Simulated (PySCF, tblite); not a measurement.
# C₆H₁₄O₃Si: infrared bands and NMR shifts

Aim: predict the infrared bands and NMR shifts of C₆H₁₄O₃Si (`CCCOC(=O)[C@@H](C)O[SiH3]`).

Computed with tblite 0.8.0 and PySCF 2.14.0, with density-fitted response routines of our own, on a single molecule in the gas phase. Atoms count from 0, in the outputs and in this text.

## (1) Starting geometry

24 atoms, charge 0, multiplicity 1; geometry from: GFN2-xTB.

Bonds of the start (Å): C0–C1 1.52, C1–C2 1.52, C2–O3 1.43, O3–C4 1.32, C4–O5 1.20, C4–C6 1.52, C6–C7 1.53, C6–O8 1.38, O8–Si9 1.63, C0–H10 1.09, C0–H11 1.09, C0–H12 1.09, C1–H13 1.09, C1–H14 1.09, C2–H15 1.10, C2–H16 1.10, C6–H17 1.10, C7–H18 1.09, C7–H19 1.09, C7–H20 1.09, Si9–H21 1.46, Si9–H22 1.46, Si9–H23 1.46.

## (2) Harmonic vibrations with GFN2-xTB

Job settings and geometry (Å):

```
{"job": {"kind": "ir", "xc": "GFN2-xTB", "basis": "xTB"}, "charge": 0, "multiplicity": 1}
C      4.080002     0.388566     0.500429
C      2.845344     0.366326    -0.391224
C      1.597443     0.033487     0.413321
O      0.470640     0.003546    -0.473759
C     -0.728964     0.100559     0.079114
O     -0.931582     0.218740     1.259962
C     -1.841921     0.019960    -0.951724
C     -1.962939    -1.440593    -1.406957
O     -3.035758     0.478548    -0.439145
Si    -3.542405     0.605555     1.107831
H      4.962992     0.621389    -0.088050
H      3.977930     1.139449     1.280144
H      4.227143    -0.579308     0.973572
H      2.965782    -0.379300    -1.178553
H      2.708993     1.338320    -0.867745
H      1.689033    -0.947841     0.892102
H      1.413336     0.780051     1.193062
H     -1.566573     0.649366    -1.810593
H     -2.187034    -2.070883    -0.549220
H     -2.778797    -1.522502    -2.120070
H     -1.037191    -1.767968    -1.872006
H     -3.433562    -0.639061     1.865057
H     -2.967150     1.739308     1.825237
H     -4.936498     0.884050     0.766769
```

**Question.** This job is followed by: GIAO PBE0/pcSseg-1 NMR shielding, non-relativistic, gas phase. What will the session give for the following? strongest single infrared mode (GFN2-xTB); zero-point energy (GFN2-xTB); 13C shifts against TMS (PBE0/pcSseg-1); 1H shifts against TMS (PBE0/pcSseg-1, means over atoms taken as alike); 17O shifts against H2O (PBE0/pcSseg-1); 29Si shifts against TMS (PBE0/pcSseg-1).

**Answer**, as computed:

| quantity | value |
| --- | --- |
| strongest single infrared mode (GFN2-xTB) | 1182 cm⁻¹, 457 km/mol |
| zero-point energy (GFN2-xTB) | 119.6 kcal/mol |
| 13C shifts against TMS (PBE0/pcSseg-1) | 185.2, 70.8, 70.7, 26.0, 23.9, 11.1 ppm |
| 1H shifts against TMS (PBE0/pcSseg-1, means over atoms taken as alike) | 5.02, 4.67, 4.54, 3.77, 1.88, 1.69, 1.41, 1.04 ppm |
| 17O shifts against H2O (PBE0/pcSseg-1) | 409.9, 206.5, 23.2 ppm |
| 29Si shifts against TMS (PBE0/pcSseg-1) | -47.2 ppm |

**Reading.** The lowest mode is slightly imaginary (11i cm⁻¹), a soft motion within the noise of the Hessian, so the minimum is not strictly shown. The strongest single mode, at 1182 cm⁻¹, is carried by C4, O3, C6, O8. Unscaled tight-binding wavenumbers are off by several per cent, some by more. Its intensities can rank the bands wrongly. At PBE0/pcSseg-1: The widest tensor belongs to O5: span 655 ppm, with a paramagnetic part of -480 ppm.
